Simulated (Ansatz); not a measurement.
# H6N2OSSi: molecular dynamics

The plan is to follow the molecule's vibrations and see whether its bonds hold. The start is relaxed first. Runs: 600 steps of 1 fs under a Nosé-Hoover thermostat at 1000 K. SMILES of the start: N[Si](N)(O)S.

All numbers below are computed with Ansatz 0.2.0 (RKS B3LYP-D4/STO-3G).

### Step 1. The system as given

Bond lengths: N1–Si2 1.613 Å, Si2–N3 1.634 Å, Si2–O4 1.689 Å, Si2–S5 2.091 Å, N1–H6 1.090 Å, N1–H7 0.996 Å, N3–H8 1.043 Å, N3–H9 1.022 Å, O4–H10 0.904 Å, S5–H11 1.340 Å. Angles: N1–Si2–N3 99.0°, N1–Si2–O4 110.5°, N1–Si2–S5 113.9°, N3–Si2–O4 107.8°, N3–Si2–S5 112.3°, O4–Si2–S5 112.4°, Si2–N1–H6 109.3°, Si2–N1–H7 110.1°, H6–N1–H7 103.3°, Si2–N3–H8 106.7°, Si2–N3–H9 111.1°, H8–N3–H9 98.6°, Si2–O4–H10 114.2°, Si2–S5–H11 95.5°.

Structure file:

```xyz
11

N    -1.0349    0.4930    0.9772
Si    0.0645   -0.0198   -0.0861
N     0.6250   -1.3179    0.7337
O     1.3271    1.0951   -0.2156
S    -0.7338   -0.5411   -1.9468
H    -1.5743    1.3415    0.5572
H    -1.7454   -0.1954    1.0946
H     0.8882   -0.9805    1.6853
H     1.5541   -1.5887    0.4046
H     1.8625    0.9672   -0.9329
H    -1.1676    0.6895   -2.2507
```

### Step 2. Preparing the start

input.yaml reads:

```yaml
crystal:
  periodic: [false, false, false]
  atoms:
    - { symbol: "N", position_ang: [-1.0349, 0.493, 0.9772] }
    - { symbol: Si, position_ang: [0.0645, -0.0198, -0.0861] }
    - { symbol: "N", position_ang: [0.625, -1.3179, 0.7337] }
    - { symbol: O, position_ang: [1.3271, 1.0951, -0.2156] }
    - { symbol: S, position_ang: [-0.7338, -0.5411, -1.9468] }
    - { symbol: H, position_ang: [-1.5743, 1.3415, 0.5572] }
    - { symbol: H, position_ang: [-1.7454, -0.1954, 1.0946] }
    - { symbol: H, position_ang: [0.8882, -0.9805, 1.6853] }
    - { symbol: H, position_ang: [1.5541, -1.5887, 0.4046] }
    - { symbol: H, position_ang: [1.8625, 0.9672, -0.9329] }
    - { symbol: H, position_ang: [-1.1676, 0.6895, -2.2507] }
basis:
  gaussian: { orbitals: STO-3G }
hamiltonian:
  xc: b3lyp
  dispersion: d4
relax:
  f_tol: 0.02
  max_steps: 40
scf:
  lower_state_search: "off"
```

Run with:

```
$ ansatz run input.yaml --threads 1 --pin off --max-ram 2048MiB --backend cpu --events-out ev --progress --plain --runs-dir out
```

The program printed (excerpt; [...] marks lines left out):

```text
Warning: RAYON_NUM_THREADS=1 ignored (pool sized by the plan → 1); use --threads N
[...]
Functional definition: B3LYP
[...]
543 factors; integrals over basis functions are off by at most 1.2e-5 eV
[...]
mean field -23557.57055244 eV, -865.7247499072 hartree, gradient 8.8e-6 eV, S^2 0.000000; 0 other end points of the search recorded, 0 dependent functions left out
[...]
reference -23557.57074847 eV, -865.7247571112 hartree; 29, 29 occupied and 10, 10 virtual orbitals, 543 factors
relax step   1: F+E_penalty+E_count = -23558.03027319 eV  Δ(F+E_penalty+E_count) = +0.000e0 eV  max|allowed force component| = 6.448e0 eV/Å  Δτ_max = 0.0000 Å  (12 SCF iters, accepted)
[...]
relax step   4: F+E_penalty+E_count = -23559.66707991 eV  Δ(F+E_penalty+E_count) = -3.197e-2 eV  max|allowed force component| = 5.797e-1 eV/Å  Δτ_max = 0.2000 Å  (23 SCF iters, accepted)
[...]
relax step   7: F+E_penalty+E_count = -23559.72020079 eV  Δ(F+E_penalty+E_count) = -3.956e-3 eV  max|allowed force component| = 9.206e-2 eV/Å  Δτ_max = 0.0337 Å  (18 SCF iters, accepted)
[...]
relax step  10: F+E_penalty+E_count = -23559.72488784 eV  Δ(F+E_penalty+E_count) = -1.557e-3 eV  max|allowed force component| = 4.021e-2 eV/Å  Δτ_max = 0.0245 Å  (18 SCF iters, accepted)
[...]
relax step  13: F+E_penalty+E_count = -23559.72528531 eV  Δ(F+E_penalty+E_count) = -4.314e-5 eV  max|allowed force component| = 3.500e-2 eV/Å  Δτ_max = 0.0066 Å  (12 SCF iters, accepted)
[...]
relax step  14: F+E_penalty+E_count = -23559.72534001 eV  Δ(F+E_penalty+E_count) = -5.470e-5 eV  max|allowed force component| = 9.393e-3 eV/Å  Δτ_max = 0.0032 Å  (12 SCF iters, accepted)
Total energy: -23559.72554708 eV, -865.8039444995 hartree
Atom 0 at    -1.142269     0.637868     1.059320 Å, force     0.001810     0.009393    -0.000972 eV/Å
Atom 1 at     0.055785     0.018098    -0.056709 Å, force     0.002258    -0.003815     0.000551 eV/Å
Atom 2 at     0.709166    -1.398748     0.737644 Å, force     0.001141     0.004731    -0.001920 eV/Å
Atom 3 at     1.069369     1.386862    -0.239809 Å, force    -0.000429    -0.000924     0.001379 eV/Å
Atom 4 at    -0.556904    -0.724850    -1.977336 Å, force     0.000257    -0.001207    -0.000237 eV/Å
Atom 5 at    -1.588196     1.531844     0.749997 Å, force     0.001208    -0.003242     0.001461 eV/Å
Atom 6 at    -1.925010    -0.029487     1.245626 Å, force    -0.004296    -0.004947     0.001021 eV/Å
Atom 7 at     1.099532    -1.205967     1.687235 Å, force    -0.001444    -0.001019    -0.002878 eV/Å
Atom 8 at     1.453544    -1.902577     0.205413 Å, force    -0.001531     0.000640     0.001920 eV/Å
Atom 9 at     1.756544     1.115060    -0.947358 Å, force     0.000928     0.000117    -0.001180 eV/Å
Atom 10 at    -0.866161     0.514798    -2.443522 Å, force     0.000098     0.000272     0.000856 eV/Å
Dipole moment:     0.124455     0.085721    -0.190148 e Å
Checks for a lower state left out: stability, starts, cluster_reference, orbital_swaps, neighbouring_geometries, increment
```

Run time: 29 s. Hardware: 1 thread of Arm Neoverse V2, shared host; peak memory 0.14 GiB.

Relaxation path:

```
step  energy from step 1 (eV)  largest force component (eV/Å)
   1                   0.0000                          6.4481
   2                  -1.4029                          2.5710
   3                  -1.6048                          0.8822
   4                  -1.6368                          0.5797
   5                  -1.6753                          0.3323
   6                  -1.6860                          0.1117
   7                  -1.6899                          0.0921
   8                  -1.6931                          0.0621
  9x                  -1.6902                          0.1691
  10                  -1.6946                          0.0402
  11                  -1.6949                          0.0250
  12                  -1.6950                          0.0238
  13                  -1.6950                          0.0350
  14                  -1.6951                          0.0094
```

Step 1 is the start. 1 step was tried and not accepted (marked x).

After: Bond lengths: N1–Si2 1.751 Å, Si2–N3 1.751 Å, Si2–O4 1.713 Å, Si2–S5 2.149 Å, N1–H6 1.046 Å, N1–H7 1.045 Å, N3–H8 1.045 Å, N3–H9 1.045 Å, O4–H10 1.023 Å, S5–H11 1.360 Å. Angles: N1–Si2–N3 104.6°, N1–Si2–O4 101.0°, N1–Si2–S5 119.8°, N3–Si2–O4 118.3°, N3–Si2–S5 103.4°, O4–Si2–S5 110.5°, Si2–N1–H6 113.9°, Si2–N1–H7 113.6°, H6–N1–H7 106.2°, Si2–N3–H8 113.7°, Si2–N3–H9 115.2°, H8–N3–H9 106.6°, Si2–O4–H10 105.0°, Si2–S5–H11 93.2°.

### Step 3. The run

600 steps of 1 fs under a Nosé-Hoover thermostat at 1000 K, from the relaxed start. H is given a mass of 2.014 u.

input.yaml reads:

```yaml
crystal:
  periodic: [false, false, false]
  atoms:
    - { symbol: "N", position_ang: [-1.142269, 0.637868, 1.05932] }
    - { symbol: Si, position_ang: [0.055785, 0.018098, -0.056709] }
    - { symbol: "N", position_ang: [0.709166, -1.398748, 0.737644] }
    - { symbol: O, position_ang: [1.069369, 1.386862, -0.239809] }
    - { symbol: S, position_ang: [-0.556904, -0.72485, -1.977336] }
    - { symbol: H, position_ang: [-1.588196, 1.531844, 0.749997] }
    - { symbol: H, position_ang: [-1.92501, -0.029487, 1.245626] }
    - { symbol: H, position_ang: [1.099532, -1.205967, 1.687235] }
    - { symbol: H, position_ang: [1.453544, -1.902577, 0.205413] }
    - { symbol: H, position_ang: [1.756544, 1.11506, -0.947358] }
    - { symbol: H, position_ang: [-0.866161, 0.514798, -2.443522] }
basis:
  gaussian: { orbitals: STO-3G }
hamiltonian:
  xc: b3lyp
  dispersion: d4
md:
  timestep: 1.0
  n_steps: 600
  ensemble: nvt_nose_hoover
  temperature: 1000.0
  initial_velocities: maxwell_boltzmann
  seed: 943641
  nose_hoover: { tau: 20.0, chain_length: 1 }
  masses: [{ species: H, mass: 2.014 }]
scf:
  lower_state_search: "off"
```

Run with:

```
$ ansatz run input.yaml --threads 1 --pin off --max-ram 2048MiB --backend cpu --events-out ev --progress --plain --runs-dir out
```

The program printed (excerpt; [...] marks lines left out):

```text
Warning: RAYON_NUM_THREADS=1 ignored (pool sized by the plan → 1); use --threads N
[...]
[... 1 set-up line as earlier in the session ...]
[...]
539 factors; integrals over basis functions are off by at most 1.1e-5 eV
[...]
mean field -23559.28228574 eV, -865.7876549459 hartree, gradient 1.8e-6 eV, S^2 0.000000; 0 other end points of the search recorded, 0 dependent functions left out
[...]
reference -23559.28249108 eV, -865.7876624919 hartree; 29, 29 occupied and 10, 10 virtual orbitals, 539 factors
md step     0: t =     0.00 fs  T =  1000.0 K  F+E_penalty+E_count = -23559.72533385 eV  E_kin = 1.163340 eV  conserved = -23558.56199386 eV  (13 SCF iters)
[...]
md step    17: t =    17.00 fs  T =   575.5 K  F+E_penalty+E_count = -23559.07878047 eV  E_kin = 0.669555 eV  conserved = -23558.54993992 eV  (19 SCF iters, 3 dispersion substeps)
[...]
md step    34: t =    34.00 fs  T =   780.4 K  F+E_penalty+E_count = -23558.66071954 eV  E_kin = 0.907833 eV  conserved = -23558.53343337 eV  (18 SCF iters, 3 dispersion substeps)
[...]
md step    51: t =    51.00 fs  T =  1701.6 K  F+E_penalty+E_count = -23558.48788029 eV  E_kin = 1.979494 eV  conserved = -23558.52539030 eV  (18 SCF iters, 3 dispersion substeps)
[...]
md step    68: t =    68.00 fs  T =  1758.2 K  F+E_penalty+E_count = -23558.16952159 eV  E_kin = 2.045428 eV  conserved = -23558.50993036 eV  (18 SCF iters, 3 dispersion substeps)
md step    69: t =    69.00 fs  T =  1812.9 K  F+E_penalty+E_count = -23558.26777369 eV  E_kin = 2.109065 eV  conserved = -23558.51396569 eV  (18 SCF iters, 3 dispersion substeps)
```

### Step 4. More of the same log: dynamics from the start

Output, continued (excerpt; [...] marks lines left out):

```text
md step    70: t =    70.00 fs  T =  1960.0 K  F+E_penalty+E_count = -23558.49803533 eV  E_kin = 2.280136 eV  conserved = -23558.53172148 eV  (18 SCF iters, 3 dispersion substeps)
[...]
md step    93: t =    93.00 fs  T =   657.0 K  F+E_penalty+E_count = -23558.33852080 eV  E_kin = 0.764270 eV  conserved = -23558.52805452 eV  (18 SCF iters, 3 dispersion substeps)
[...]
md step   116: t =   116.00 fs  T =   761.2 K  F+E_penalty+E_count = -23559.13160863 eV  E_kin = 0.885511 eV  conserved = -23558.54604437 eV  (18 SCF iters, 5 dispersion substeps)
[...]
md step   139: t =   139.00 fs  T =   548.9 K  F+E_penalty+E_count = -23558.91151407 eV  E_kin = 0.638561 eV  conserved = -23558.53972041 eV  (17 SCF iters, 3 dispersion substeps)
[...]
md step   160: t =   160.00 fs  T =  1025.6 K  F+E_penalty+E_count = -23558.88423648 eV  E_kin = 1.193110 eV  conserved = -23558.54462042 eV  (17 SCF iters, 3 dispersion substeps)
md step   161: t =   161.00 fs  T =  1132.5 K  F+E_penalty+E_count = -23558.94517465 eV  E_kin = 1.317496 eV  conserved = -23558.54706421 eV  (17 SCF iters, 3 dispersion substeps)
```

### Step 5. The output, continued: dynamics from the start

Output, continued (excerpt; [...] marks lines left out):

```text
md step   162: t =   162.00 fs  T =  1130.6 K  F+E_penalty+E_count = -23558.86955311 eV  E_kin = 1.315248 eV  conserved = -23558.54206085 eV  (17 SCF iters, 3 dispersion substeps)
[...]
md step   181: t =   181.00 fs  T =  1837.3 K  F+E_penalty+E_count = -23558.52365028 eV  E_kin = 2.137438 eV  conserved = -23558.51905993 eV  (18 SCF iters, 3 dispersion substeps)
[...]
md step   200: t =   200.00 fs  T =  1387.8 K  F+E_penalty+E_count = -23558.35131609 eV  E_kin = 1.614455 eV  conserved = -23558.53940174 eV  (18 SCF iters, 5 dispersion substeps)
[...]
md step   219: t =   219.00 fs  T =   967.5 K  F+E_penalty+E_count = -23558.84519310 eV  E_kin = 1.125509 eV  conserved = -23558.53625977 eV  (18 SCF iters, 5 dispersion substeps)
[...]
Atom 2 at     1.226229    -1.347274     0.098751 Å, force    -1.347631     0.774420     0.295431 eV/Å
Atom 3 at     0.916121     1.442833     0.075166 Å, force     2.572277     0.762978     1.394590 eV/Å
Atom 4 at    -0.530532    -0.625312    -2.055361 Å, force     3.560771    -2.734306     2.416761 eV/Å
Atom 5 at    -1.743872     1.218063     0.730229 Å, force    -1.740590     1.585902    -0.682299 eV/Å
Atom 6 at    -2.100913    -0.349622     1.219744 Å, force    -0.292076     0.288084    -0.434229 eV/Å
Atom 7 at     0.826210    -2.265993     0.462293 Å, force     0.227710     0.608083     0.052796 eV/Å
Atom 8 at     1.965337    -1.055026     0.776425 Å, force     0.403015    -0.390030     0.658038 eV/Å
Atom 9 at     1.746226     1.222348     0.739172 Å, force    -2.030396     0.475227    -1.647258 eV/Å
Atom 10 at    -1.397935     0.197291    -2.388221 Å, force    -3.560659     3.529924    -0.989728 eV/Å
Dipole moment:    -0.220848    -0.048787     0.335159 e Å
Checks for a lower state left out: stability, starts, cluster_reference, orbital_swaps, neighbouring_geometries, increment
```

It took 16 min on 1 thread of Arm Neoverse V2, shared host; peak memory 0.095 GiB.

### Step 6. The trajectory

One step in 24; energies are changes from step 0:

| time (fs) | T (K) | potential energy change (meV/atom) | conserved energy change (meV/atom) |
| --- | --- | --- | --- |
| 0.0 | 1000 | 0.0 | 0.00 |
| 24.0 | 789 | 52.9 | 0.84 |
| 48.0 | 1630 | 95.8 | 2.66 |
| 72.0 | 1847 | 112.5 | 2.39 |
| 96.0 | 951 | 82.5 | 1.67 |
| 120.0 | 851 | 40.0 | 1.44 |
| 144.0 | 710 | 64.5 | 1.80 |
| 168.0 | 1550 | 72.3 | 1.69 |
| 192.0 | 1449 | 144.5 | 2.04 |
| 216.0 | 1192 | 70.8 | 1.26 |
| 240.0 | 621 | 53.4 | 1.42 |
| 264.0 | 662 | 56.7 | 1.41 |
| 288.0 | 1462 | 78.9 | 1.79 |
| 312.0 | 1544 | 117.4 | 3.01 |
| 336.0 | 631 | 128.9 | 2.85 |
| 360.0 | 807 | 77.1 | 2.36 |
| 384.0 | 790 | 78.1 | 1.89 |
| 408.0 | 877 | 104.4 | 2.06 |
| 432.0 | 919 | 147.9 | 2.52 |
| 456.0 | 982 | 121.4 | 2.23 |
| 480.0 | 1021 | 100.1 | 2.01 |
| 504.0 | 1043 | 85.2 | 2.66 |
| 528.0 | 613 | 108.0 | 2.43 |
| 552.0 | 867 | 108.8 | 2.99 |
| 576.0 | 1118 | 111.7 | 3.13 |
| 600.0 | 702 | 127.4 | 3.02 |

time (fs), T (K) and a bar:
```
      0.0       1000 #########
     26.0        672 ##
     52.0       1588 #######################
     78.0       1066 ###########
    104.0        849 ######
    130.0        780 ####
    157.0        595 
    183.0       1906 ##############################
    209.0       1104 ############
    235.0        744 ####
    261.0        588 
    287.0       1327 #################
    313.0       1695 #########################
    339.0        984 #########
    365.0        917 #######
    391.0        791 #####
    417.0       1193 ##############
    443.0       1396 ##################
    470.0        728 ###
    496.0        841 ######
    522.0        862 ######
    548.0       1096 ############
    574.0       1291 ################
    600.0        702 ###
```

Maxima of the velocity power spectrum (cm⁻¹, relative height; resolution about 110 cm⁻¹): 170 (100), 1960 (26), 2180 (26), 2700 (35).

### Step 7. Positions and forces

Positions (Å) and forces (eV/Å):

```xyz
11
time_fs=75.0 T=1254 dE=1.7477
N    -1.101    0.790    1.176    1.934   -2.509    1.948
Si   -0.001    0.000    0.023   -0.292   -0.984   -1.327
N     0.972   -1.371    0.681    0.620   -2.822    1.054
O     0.890    1.395   -0.414   -1.050   -0.010    0.447
S    -0.632   -0.589   -2.061    3.492   -1.639    1.439
H    -1.857    1.166    0.659   -2.599    1.694   -1.800
H    -1.590    0.091    1.801    0.199    0.030   -0.015
H     0.735   -2.001    1.545   -0.452    2.385   -0.909
H     1.378   -2.210    0.100   -0.931    2.522   -0.296
H     1.791    1.003   -0.345    2.550   -0.142   -0.145
H     0.772   -1.239   -2.072   -3.471    1.475   -0.396
11
time_fs=150.0 T=459 dE=1.1401
N    -1.168    0.394    1.030    0.742   -1.363    0.373
Si    0.122    0.108   -0.130    1.136   -0.558    0.682
N     0.878   -1.196    0.681    1.940   -3.350    0.769
O     1.224    1.460   -0.053   -2.951   -0.137    1.513
S    -0.736   -0.637   -2.007    1.550    3.559   -1.301
H    -1.648    1.237    0.780   -1.255    2.872   -0.381
H    -1.852   -0.290    0.642   -0.906   -0.783    0.512
H     1.078   -1.255    1.710   -0.786    1.214   -0.406
H     1.381   -2.091    0.374   -0.975    1.619   -0.899
H     1.792    1.250   -0.811    2.264   -0.277   -2.404
H    -1.127   -1.780   -1.598   -0.758   -2.796    1.541
11
time_fs=225.0 T=881 dE=0.7246
N    -1.141    0.610    1.106    2.007    2.308   -1.495
Si    0.027    0.015    0.001   -0.407   -0.170   -0.550
N     0.919   -1.352    0.499    1.183   -1.827    0.640
O     0.810    1.506   -0.295   -1.723    0.213    2.611
S    -0.523   -0.772   -1.949   -0.424    3.185   -0.149
H    -1.006    1.588    1.476   -0.182   -0.981   -0.411
H    -1.696    0.065    1.700   -1.819   -1.829    1.950
H     1.099   -1.795    1.432   -0.360    0.993   -0.235
H     1.320   -2.031   -0.203   -0.611    0.907    0.260
H     1.363    1.290   -1.053    2.282   -0.332   -2.735
H    -0.688    0.625   -2.338    0.056   -2.469    0.114
11
time_fs=300.0 T=1911 dE=1.0952
N    -1.327    0.179    0.868    0.745    0.470    1.320
Si    0.160   -0.076   -0.153   -1.372    0.173    2.018
N     1.077   -1.166    0.809    1.233    1.288   -0.006
O     0.995    1.409   -0.211   -1.918    0.316    1.619
S    -0.827   -0.524   -1.913    1.157   -0.478   -3.638
H    -1.697    1.162    0.735   -0.041   -0.052   -0.275
H    -1.045    0.222    1.928   -0.183   -0.275   -1.687
H     1.671   -0.563    1.419    0.185   -0.751    0.180
H     1.168   -2.159    1.063   -0.451   -0.101   -0.447
H     1.784    1.238   -0.752    2.405   -0.320   -1.599
H     0.213   -0.355   -2.972   -1.761   -0.270    2.514
11
time_fs=375.0 T=794 dE=0.8164
N    -1.224    0.219    1.171   -1.062    2.256   -0.166
Si    0.029    0.050   -0.109    0.769   -1.295    2.264
N     1.079   -1.236    0.499   -0.999    1.082   -1.282
O     0.966    1.429   -0.045   -0.006    1.403    0.074
S    -0.692   -0.519   -2.012   -3.308    3.005   -0.392
H    -2.117   -0.190    0.748    0.105    0.389    0.394
H    -1.501    1.305    1.365    0.809   -2.791   -0.803
H     2.092   -1.258    0.381    0.545    0.061   -0.079
H     0.753   -1.947    1.142   -0.344   -0.581    0.681
H     1.829    1.220   -0.528    0.341   -0.094   -0.252
H     0.206   -1.384   -1.984    3.151   -3.437   -0.439
11
time_fs=450.0 T=1227 dE=1.1685
N    -1.001    0.330    1.314   -0.981   -1.266    0.690
Si    0.052   -0.041   -0.009   -1.906   -1.090   -0.681
N     0.735   -1.519    0.672   -0.438    1.238    0.430
O     0.639    1.534   -0.149    0.857    1.163   -1.207
S    -0.357   -0.386   -2.187   -1.447   -2.202    1.003
H    -1.433   -0.452    1.966    0.829    2.254   -1.685
H    -1.490    1.270    1.313    0.046   -1.085    0.400
H     0.864   -2.357    0.108    0.211   -0.750   -1.170
H     1.643   -1.307    1.093    1.070   -0.169    0.751
H     0.590    1.779   -1.168    0.308   -0.458    1.157
H    -1.106   -1.658   -2.173    1.451    2.366    0.311
11
time_fs=525.0 T=821 dE=0.9481
N    -1.479   -0.042    0.812    2.081   -0.007   -0.090
Si    0.173    0.047   -0.053   -2.043   -2.605   -1.419
N     1.305   -1.200    0.586   -0.337    1.186   -1.069
O     1.105    1.443    0.114    0.634    1.587   -1.599
S    -0.715   -0.552   -2.069   -0.259    2.238    1.842
H    -1.313   -0.090    1.879   -0.401    0.783   -0.808
H    -1.899    0.904    0.573   -0.304    0.024    0.914
H     0.885   -2.138    0.525   -0.516   -1.045   -0.068
H     1.383   -1.030    1.604    0.305    0.044    0.921
H     1.454    1.714   -0.856   -0.752   -0.635    1.758
H    -1.779    0.410   -1.858    1.592   -1.571   -0.383
11
time_fs=600.0 T=702 dE=1.4009
N    -1.374    0.418    1.236    3.161   -2.277   -0.106
Si    0.016    0.033    0.009   -0.953   -2.623   -0.959
N     1.226   -1.347    0.099   -1.348    0.774    0.295
O     0.916    1.443    0.075    2.572    0.763    1.395
S    -0.530   -0.625   -2.055    3.561   -2.734    2.417
H    -1.744    1.218    0.730   -1.741    1.586   -0.682
H    -2.101   -0.350    1.220   -0.292    0.288   -0.434
H     0.826   -2.266    0.462    0.228    0.608    0.053
H     1.965   -1.055    0.776    0.403   -0.390    0.658
H     1.746    1.222    0.739   -2.030    0.475   -1.647
H    -1.398    0.197   -2.388   -3.561    3.530   -0.990
```

### Step 8. Outcome

| quantity | value |
| --- | --- |
| relaxation of the start | 12 moves, 1.695 eV lower |
| length | 600 steps of 1 fs |
| temperature, first and last step | 1000 and 702 K |
| temperature, second half | mean 1012 K, from 549 to 2052 K |
| potential energy, second half | +99 meV/atom from the start |
| largest change of the conserved energy | 4.85 meV/atom |
| bonds formed or broken | 0 |

What this shows: Against a set 1000 K the second half averages 1012 K with a spread of 256 K. The conserved energy strays from its start by at most 4.85 meV/atom, 4.6 % of the mean kinetic energy, fair for a step of 1 fs. The bonds all hold. A run of 600 fs with 11 atoms shows the motion but fixes no equilibrium value. The nuclei move classically, without zero-point motion, which matters most for hydrogen. In so small a basis the energies are only a sketch.
